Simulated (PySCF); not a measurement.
**ZrOCl₂: singlet, from a trigonal planar start**

Where does singlet ZrOCl₂ go from a trigonal planar start, is the end point a minimum, and what are its modes, charges and moments?

Program: PySCF 2.14.0. Level of theory: PBE0, basis Zr def2-TZVP with ECP28, O def2-TZVP, Cl def2-TZVP, scalar-relativistic core potentials, no spin–orbit coupling, density fitting. These are calculated values, not measurements.

### 1 Starting geometry

4 atoms, charge 0, spin multiplicity 1.

Bond lengths: Zr1–O2 1.840 Å, Zr1–Cl3 2.530 Å, Zr1–Cl4 2.530 Å. Angles: O2–Zr1–Cl3 120.0°, O2–Zr1–Cl4 120.0°, Cl3–Zr1–Cl4 120.0°.

```xyz
4
charge 0 multiplicity 1
Zr    0.3358    0.0000    0.0000
O     2.1758    0.0000    0.0000
Cl   -0.9292    2.1910    0.0000
Cl   -0.9292   -2.1910    0.0000
```

### 2 The SCF at the typed geometry

One driver script runs all steps and calls PySCF; scf.py shows how it sets up the SCF of each step. The optimiser is the driver's own. After this first run the driver tries any further starts and a stability analysis.

Contents of scf.py:

```python
from pyscf import gto, scf, dft
mol = gto.M(atom='''
Zr     0.335760    -0.000010     0.000000
O      2.175770    -0.000010     0.000000
Cl    -0.929230     2.191040     0.000000
Cl    -0.929210    -2.191020     0.000000''',
    basis={'Zr': 'def2-TZVP', 'O': 'def2-TZVP', 'Cl': 'def2-TZVP'},
    ecp={'Zr': 'def2-TZVP'},
    charge=0, spin=0)
mf = dft.RKS(mol, xc='PBE0')
mf.grids.atom_grid = (50, 194)
aux = {'Zr': 'def2-universal-JKFIT', 'O': 'def2-universal-JKFIT', 'Cl': 'def2-universal-JKFIT'}
mf = mf.density_fit(auxbasis=aux)
mf.conv_tol = 1e-08
mf.diis_space = 10
mf.max_cycle = 60
mf.init_guess = 'minao'
mf.verbose = 4
mf.kernel()
```

Command:

```
> OMP_NUM_THREADS=4 python axn.py task.json out
```

After this run come: Trigonal planar start, singlet: relaxation; Hessian and properties; Following the imaginary mode; Is it a minimum? Harmonic modes.

What does the calculation give? Wanted: minimum; geometry; wavenumbers; dipole moment; highest occupied, lowest empty level; polar-tensor charge of Zr1; zero-point energy; atomisation energy.

The runs gave:

```
                                 quantity                                                                   value
                                  minimum                                                             singlet, Cs
                                 geometry  Zr–Cl 2.374 Å (×2), Zr–O 1.723 Å; Cl–Zr–Cl 123.1°, Cl–Zr–O 112.8° (×2)
                       wavenumbers (cm⁻¹)             61 (a'), 115 (a'), 200 (a''), 369 (a'), 423 (a''), 995 (a')
                            dipole moment                                                                  3.35 D
     highest occupied, lowest empty level                                                         -9.05, -3.47 eV
               polar-tensor charge of Zr1                                                                 +2.24 e
                        zero-point energy                                                             12.9 kJ/mol
                      entropy at 298.15 K                                                         340.0 J/(mol K)
atomisation energy (no zero-point energy)                                                             1707 kJ/mol
```

From C2v at the start the molecule goes to a Cs minimum, after a stop at a saddle point 1.6 kJ/mol higher, from which it was pushed off along an imaginary mode. In the infrared the band at 995 cm⁻¹ (a', stretch) leads. Other starts or spin states, not run here, may lie lower.
